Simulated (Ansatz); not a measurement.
**SnW: what a guessed cell relaxes into**

The task: take a trial cell of SnW to zero force and stress.

Computed with Ansatz 0.2.0 (DFT PBE, scalar-relativistic, plane waves, PAW, unless a step's input says otherwise).

### Step 1. The system as given

The structure is hexagonal, space group P6_3/mmc (No. 194). Conventional cell: a = 4.275 Å, b = 4.275 Å, c = 5.458 Å, α = 90.00°, β = 90.00°, γ = 120.00°. Sn (site symmetry -6m2) has 6 W at 2.82 Å as nearest neighbours. Around W (site symmetry -3m) lie 2 W at 2.73 Å and 6 Sn at 2.82 Å.

As a file:

```
CELL_PARAMETERS angstrom
4.27461 0.00000 0.00000
-2.13730 3.70192 0.00000
0.00000 0.00000 5.45779
ATOMIC_POSITIONS crystal
Sn 0.33333 0.66667 0.25000
Sn 0.66667 0.33333 0.75000
W 0.00000 0.00000 0.50000
W 0.00000 0.00000 0.00000
```

The cell is invented: species swapped into a database cell of PtPb (P6_3/mmc, No. 194), with W on the Pt sites and Sn on the Pb sites. Lengths come from tabulated atomic sizes and are only a guess.

### Step 2. Probe: one point on a coarse mesh

File input.yaml:

```yaml
crystal:
  lattice:
    - [4.27460651, 0.0, 0.0]
    - [-2.13730326, 3.70191783, 0.0]
    - [0.0, 0.0, 5.45778638]
  atoms:
    - { symbol: Sn, position: [0.33333333, 0.66666667, 0.25] }
    - { symbol: Sn, position: [0.66666667, 0.33333333, 0.75] }
    - { symbol: W, position: [0.0, 0.0, 0.5] }
    - { symbol: W, position: [0.0, 0.0, 0.0] }
basis:
  ecutwfc: 420
kpoints:
  mp_grid: { grid: [6, 6, 4] }
hamiltonian:
  xc: pbe
scf:
  occupations: { method: gaussian, width: 0.1 }
  lower_state_search: "off"
output:
  forces: true
  stress: true
  eigenvalues: true
```

The run is started by

```bash
> ansatz run input.yaml --threads 1 --pin off --max-ram 2560MiB --backend cpu --events-out ev --progress --plain --runs-dir out
```

The session goes on with these runs: full relaxation.

**Question.** What will these runs give? Wanted: conventional cell; volume; energy over the elements, grey Sn; gap on the mesh.

**Answer**, as computed:

| quantity | value |
| --- | --- |
| symmetry at the end (tolerance 0.05 Å) | space group P6_3/mmc (No. 194) |
| conventional cell | a = 4.334 Å, b = 4.334 Å, c = 5.446 Å, α = 90.00°, β = 90.00°, γ = 120.00° |
| volume | 22.14 Å³/atom |
| energy over the elements, grey Sn | +0.93 eV/atom |
| gap on the mesh | none (metal) |

What this shows: The space group P6_3/mmc (No. 194) is kept, and the volume per atom grows by 2.5 % from the first guess. With a positive formation energy it can't be a ground state. No finished test with a distortion of lower symmetry is shown, so the end may be a saddle point. Spin-orbit coupling is left out for W.
